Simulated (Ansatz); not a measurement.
# CrB (octet): the correlation ladder, def2-SVP

An exercise on one series of results from a longer session: the logs are not shown, and one member is left open.

The runs use Ansatz 0.2.0, Gaussian basis; def2-SVP, core rule «outside noble gas», up to 10 orbitals frozen.

To be run: UHF; CCSD(T) on ROHF; CCSD(T) on UHF; CISD; CCSDT(Q) on ROHF; CCSDT(Q) on UHF; CCSDTQ on ROHF; CASSCF and MRCISD+Q, 9 electrons in 10 orbitals; CASSCF and NEVPT2, 9 electrons in 10 orbitals.

9 further runs of the same task are left out: 3 for a known fault of the program, 1 that didn't finish, 5 set aside as unsound or not needed.

### The system

The geometry is a PBE0/def2-TZVP stationary point (not a proven minimum) of the parent state, kept for this charge and spin.

2 atoms, charge 0, spin multiplicity 8.

Atoms are counted from 1 here; the program's logs count them from 0.

Bond lengths: Cr1–B2 2.120 Å.

Set-up of the first run:

The input, in.yaml:

```yaml
crystal:
  periodic: [false, false, false]
  atoms:
    - {symbol: Cr, position_ang: [0.000000, 0.000000, 0.000000]}
    - {symbol: B, position_ang: [0.000000, 0.000000, 2.119800]}
basis:
  gaussian: {orbitals: def2-SVP}
magnetization: {spin_polarized: true, initial_magnetization: 7}
hamiltonian: {xc: hf}
output: {orbitals: {seedname: orbitals}}
```

Command:

```console
$ ansatz run in.yaml --threads 1 --pin off --events-out ev --progress --plain --max-ram 4096MiB --backend cpu
```

Steps of the session up to this table: UHF; CCSD(T) on ROHF; CCSD(T) on UHF; CISD; CCSDT(Q) on ROHF; CCSDT(Q) on UHF; CCSDTQ on ROHF; CASSCF and MRCISD+Q, 9 electrons in 10 orbitals; CASSCF and NEVPT2, 9 electrons in 10 orbitals.

One table of the session follows, with a row left open; its other results are not shown here.

| method | from RCCSDTQ (kJ/mol) |
| --- | --- |
| ROHF | +391.8 |
| UHF | +377.0 |
| RMP2 | +86.5 |
| UMP2 | +87.1 |
| CISD | +37.6 |
| RCCSD | +19.4 |
| UCCSD | +18.7 |
| RCCSD(T) | +5.1 |
| UCCSD(T) | +4.6 |
| RCCSDT | +0.5 |
| UCCSDT | 0.0 |
| RCCSDT(Q) | +0.2 |
| UCCSDT(Q) | -0.6 |
| RCCSDTQ | 0 |
| CASSCF valence | +310.9 |
| NEVPT2 valence | +71.5 |
| MRCISD valence | ? |
| MRCISD+Q valence | +3.5 |

Q: Estimate the row for MRCISD valence from the others.

The run gave: from RCCSDTQ (kJ/mol): +22.6. In the column «from RCCSDTQ (kJ/mol)» it lies between RCCSD (+19.4) and CISD (+37.6).

Caveats from the session: Restricted and unrestricted rows rest on different reference determinants; where their highest levels disagree by more than a few hundredths of an eV, they describe different states and don't form one ladder.
